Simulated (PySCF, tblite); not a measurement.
# C6H15B3: geometry, infrared bands and NMR shifts

Wanted: the infrared bands and NMR shifts of C6H15B3 (`BC(B)(C)/C=C/B(C)C`), by calculation.

The runs use tblite 0.8.0 and PySCF 2.14.0, with density-fitted response routines of our own; the level of theory stands in each step. All values are computed, except where a source is named. Atoms count from 0, in the outputs and in this text.

## 1. The starting structure

24 atoms, charge 0, multiplicity 1; geometry from: force field or distance geometry start.

Bonds of the start (Å): B0–C1 1.60, C1–B2 1.57, C1–C3 1.52, C1–C4 1.50, C4–C5 1.34, C5–B6 1.59, B6–C7 1.60, B6–C8 1.61, B0–H9 1.18, B0–H10 1.18, B2–H11 1.18, B2–H12 1.21, C3–H13 1.10, C3–H14 1.08, C3–H15 1.11, C4–H16 1.09, C5–H17 1.06, C7–H18 1.11, C7–H19 1.10, C7–H20 1.13, C8–H21 1.14, C8–H22 1.11, C8–H23 1.08.

## 2. Relaxing the molecule with GFN2-xTB

Job settings and geometry (Å):

```
{"job": {"kind": "relax", "xc": "GFN2-xTB", "basis": "xTB"}, "charge": 0, "multiplicity": 1}
B     -2.672900     0.542000     1.133300
C     -1.834000    -0.042900    -0.100400
B     -2.343800    -1.517800    -0.304700
C     -1.991600     0.817100    -1.343100
C     -0.402200     0.014700     0.356100
C      0.547600    -0.536400    -0.406700
B      2.034200    -0.415500     0.137200
C      3.264800    -0.494300    -0.889100
C      2.331900     0.524700     1.404500
H     -2.580300     1.714100     1.279900
H     -2.571900    -0.080400     2.135200
H     -2.170600    -2.322900     0.546000
H     -3.420600    -1.617100    -0.843600
H     -3.058000     1.085100    -1.404200
H     -1.685000     0.315100    -2.250200
H     -1.323600     1.690200    -1.173000
H     -0.166100     0.523500     1.291500
H      0.374900    -1.041900    -1.325100
H      4.094200    -1.059900    -0.414800
H      2.848100    -0.980700    -1.781900
H      3.634400     0.547500    -1.099400
H      1.756000     1.491300     1.245100
H      1.930100     0.120600     2.358100
H      3.392500     0.743500     1.457000
```

On the command line:

```console
OMP_NUM_THREADS=1 python probes_run.py task.json out
```

The driver reads the jobs from task.json and runs them one after another.

**Question.** This job is followed by: GFN2-xTB harmonic vibrations, gas phase; GIAO PBE0/pcSseg-1 NMR shielding, non-relativistic, gas phase. What will the session give for the following? strongest single infrared mode (GFN2-xTB); zero-point energy (GFN2-xTB); 13C shifts against TMS (PBE0/pcSseg-1, means over atoms taken as alike); 1H shifts against TMS (PBE0/pcSseg-1, means over atoms taken as alike); 11B shifts against BF3·OEt2 (PBE0/pcSseg-1, means over atoms taken as alike).

The runs gave:

| quantity | value |
| --- | --- |
| strongest single infrared mode (GFN2-xTB) | 1237 cm⁻¹, 220 km/mol |
| zero-point energy (GFN2-xTB) | 122.9 kcal/mol |
| 13C shifts against TMS (PBE0/pcSseg-1, means over atoms taken as alike) | 143.8, 136.4, 70.0, 23.4, 12.6 ppm |
| 1H shifts against TMS (PBE0/pcSseg-1, means over atoms taken as alike) | 6.70, 4.24, 3.94, 1.99, 0.98 ppm |
| 11B shifts against BF3·OEt2 (PBE0/pcSseg-1, means over atoms taken as alike) | 79.6, 22.2 ppm |

**Reading.** Over 236 steps the energy fell by 1.587 eV; of the close pairs, B2–C5 changed most, 3.055 to 1.724 Å. No mode is imaginary among the 66: a minimum at this level. The strongest single mode, at 1237 cm⁻¹, is spread over several atoms, H16, C5, H9, H10 among them. Unscaled tight-binding wavenumbers are off by several per cent, some by more. Its intensities can rank the bands wrongly. At PBE0/pcSseg-1: Shielding is most anisotropic at C1 (span 218 ppm, paramagnetic term -211 ppm).
